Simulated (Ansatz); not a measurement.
La2O3, space group P-3m1: cell relaxations under several functionals, run with the Python package of Ansatz (0.2.0).

The script, `run_lattice.py`:
```python
"""How the lattice of La2O3 depends on the functional."""

import ansatz as az
import numpy as np

def edges_and_angles(cell):
    cell = np.asarray(cell)
    a, b, c = np.linalg.norm(cell, axis=1)
    cosines = cell[1] @ cell[2] / (b * c), cell[0] @ cell[2] / (a * c), cell[0] @ cell[1] / (a * b)
    return (a, b, c, *np.degrees(np.arccos(cosines)))

lattice = az.Lattice.of(
    (3.93077788, 0.0, 0.0),
    (-1.96538894, 3.4041535, 0.0),
    (0.0, 0.0, 6.11195352),
)
sites = [
    ("La", (2 / 3, 1 / 3, 0.75376432)),
    ("La", (1 / 3, 2 / 3, 0.24623568)),
    ("O", (2 / 3, 1 / 3, 0.35410935)),
    ("O", (1 / 3, 2 / 3, 0.64589065)),
    ("O", (0.0, 0.0, 0.0)),
]
crystal = az.Crystal(lattice=lattice)
for symbol, position in sites:
    crystal = crystal.atom(symbol, position)

job = crystal.calculation().occupations("fixed").kpoints(6, 6, 4).basis(41 * az.Ry).relax(cell=True)

levels = [("r2scan", "d4"), ("r2scan", "none"), ("rpbe", "none")]
print("level            a       b       c    alpha   beta  gamma  V/atom  steps")
for name, dispersion in levels:
    seen = []
    run = job.functional(name, dispersion=dispersion).session().plan()
    result = run.execute(on_event=lambda e: seen.append(e) if e["event"] == "relax_step" else None)
    cell = result.lattice.cell_ang
    label = name if dispersion == "none" else f"{name}+{dispersion}"
    print("{:13s} {:7.4f} {:7.4f} {:7.4f} {:6.2f} {:6.2f} {:6.2f}".format(label, *edges_and_angles(cell)), f"{abs(np.linalg.det(cell)) / len(result.lattice.sites):7.3f} {len(seen):5d}")
```

Rank the levels of theory by the volume of the relaxed cell.

From smallest to largest: r2SCAN+D4 (16.30 Å³ an atom, -0.3 % against the start), r2SCAN (16.43 Å³ an atom, +0.5 % against the start) and RPBE (17.12 Å³ an atom, +4.6 % against the start). The spread is 5.0 % in volume.

The run itself:

```console
$ python run_lattice.py
level            a       b       c    alpha   beta  gamma  V/atom  steps
r2scan+d4      3.9289  3.9289  6.0972  90.00  90.00 120.00  16.301     4
r2scan         3.9356  3.9356  6.1245  90.00  90.00 120.00  16.431     6
rpbe           3.9638  3.9638  6.2896  90.00  90.00 120.00  17.116     7
```

The structure comes from a database of computed cells and needn't be a stable or known phase. Finished in 2.1 min on 1 thread of Arm Neoverse V1, on a shared host, peak memory 0.71 GiB.
